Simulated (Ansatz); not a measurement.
# Rb2InBiF6: the cost of one run

Method: DFT PBEsol, scalar-relativistic, plane waves, PAW, in Ansatz 0.2.0.

3 further runs of the same task are left out: 2 that didn't finish, 1 set aside as unsound or not needed.

### 1 The system as given

It takes space group Fm-3m (No. 225, cubic). The conventional cell has a = 9.569 Å, b = 9.569 Å, c = 9.569 Å, α = 90.00°, β = 90.00°, γ = 90.00°. Rb (site symmetry -43m) is surrounded by 12 F at 3.39 Å. In (site symmetry m-3m) has 6 F at 2.53 Å as nearest neighbours. Bi (site symmetry m-3m) has 6 F at 2.26 Å as nearest neighbours. F (site symmetry 4mm) is surrounded by 1 Bi at 2.26 Å and 1 In at 2.53 Å.

As a file:

```cif
data_structure
_symmetry_space_group_name_H-M 'P 1'
_symmetry_Int_Tables_number 1
_cell_length_a 6.7664
_cell_length_b 6.7664
_cell_length_c 6.7664
_cell_angle_alpha 60.000
_cell_angle_beta 60.000
_cell_angle_gamma 60.000
_cell_volume 219.06
loop_
_atom_site_label
_atom_site_type_symbol
_atom_site_fract_x
_atom_site_fract_y
_atom_site_fract_z
_atom_site_occupancy
Rb1 Rb 0.75000 0.75000 0.75000 1
Rb2 Rb 0.25000 0.25000 0.25000 1
In1 In 0.50000 0.50000 0.50000 1
Bi1 Bi 0.00000 0.00000 0.00000 1
F1 F 0.76428 0.23572 0.23572 1
F2 F 0.23572 0.23572 0.76428 1
F3 F 0.23572 0.76428 0.76428 1
F4 F 0.23572 0.76428 0.23572 1
F5 F 0.76428 0.23572 0.76428 1
F6 F 0.76428 0.76428 0.23572 1
```

It goes back to an entry of the Materials Project, which need not be the stable form.

It is the result of an earlier relaxation at this level (volume 21.91 Å³/atom; gap on the mesh: 1.97 eV).

### 2 The reference cell

Reference values: F = -29010.6708 eV; pressure -0.02 GPa; largest force 0.001 eV/Å; gap on the mesh 1.97 eV. It was computed beforehand with the settings of the runs below.

### 3 The disturbance

The atoms are moved along a mode of 89i cm⁻¹:

| atom | ux (Å) | uy (Å) | uz (Å) |
| --- | --- | --- | --- |
| Rb1 | 0.000 | 0.000 | 0.000 |
| Rb2 | 0.000 | 0.000 | 0.000 |
| In3 | 0.000 | 0.000 | 0.000 |
| Bi4 | 0.000 | 0.000 | 0.000 |
| F5 | 0.000 | 0.000 | 0.000 |
| F6 | 0.000 | 0.150 | 0.000 |
| F7 | 0.000 | 0.000 | 0.000 |
| F8 | 0.000 | 0.000 | -0.150 |
| F9 | 0.000 | 0.000 | 0.150 |
| F10 | 0.000 | -0.150 | 0.000 |

### 4 Relaxing from there

input.yaml reads:

```yaml
crystal:
  lattice:
    - [0.0, 4.7845498536, 4.7845498536]
    - [4.7845498536, 0.0, 4.7845498536]
    - [4.7845498536, 4.7845498536, 0.0]
  atoms:
    - { symbol: Rb, position: [0.75, 0.75, 0.75] }
    - { symbol: Rb, position: [0.25, 0.25, 0.25] }
    - { symbol: In, position: [0.5, 0.5, 0.5] }
    - { symbol: Bi, position: [0.0, 0.0, 0.0] }
    - { symbol: F, position: [0.7642827441, 0.2357172559, 0.2357172559] }
    - { symbol: F, position: [0.2513927118, 0.2200418, 0.7799582] }
    - { symbol: F, position: [0.2357172559, 0.7642827441, 0.7642827441] }
    - { symbol: F, position: [0.2200418, 0.7486072882, 0.2513927118] }
    - { symbol: F, position: [0.7799582, 0.2513927118, 0.7486072882] }
    - { symbol: F, position: [0.7486072882, 0.7799582, 0.2200418] }
basis:
  ecutwfc: 420
kpoints:
  mp_grid: { grid: [6, 6, 6] }
hamiltonian:
  xc: pbesol
scf:
  occupations: { method: gaussian, width: 0.05 }
output:
  forces: true
  stress: true
  eigenvalues: true
relax:
  adjacent_minimum: "off"
  f_tol: 0.008
  max_steps: 80
  cell: { stress_tol: 0.08 }
```

The run is started by

```sh
$ ansatz run input.yaml --threads 2 --pin off --max-ram 5120MiB --backend cpu --events-out ev --progress --plain --runs-dir out
```

Q: Estimate wall time and peak memory on 2 threads of Arm Neoverse V2, shared host.

About 2.2 min, with a peak of 0.73 GiB.
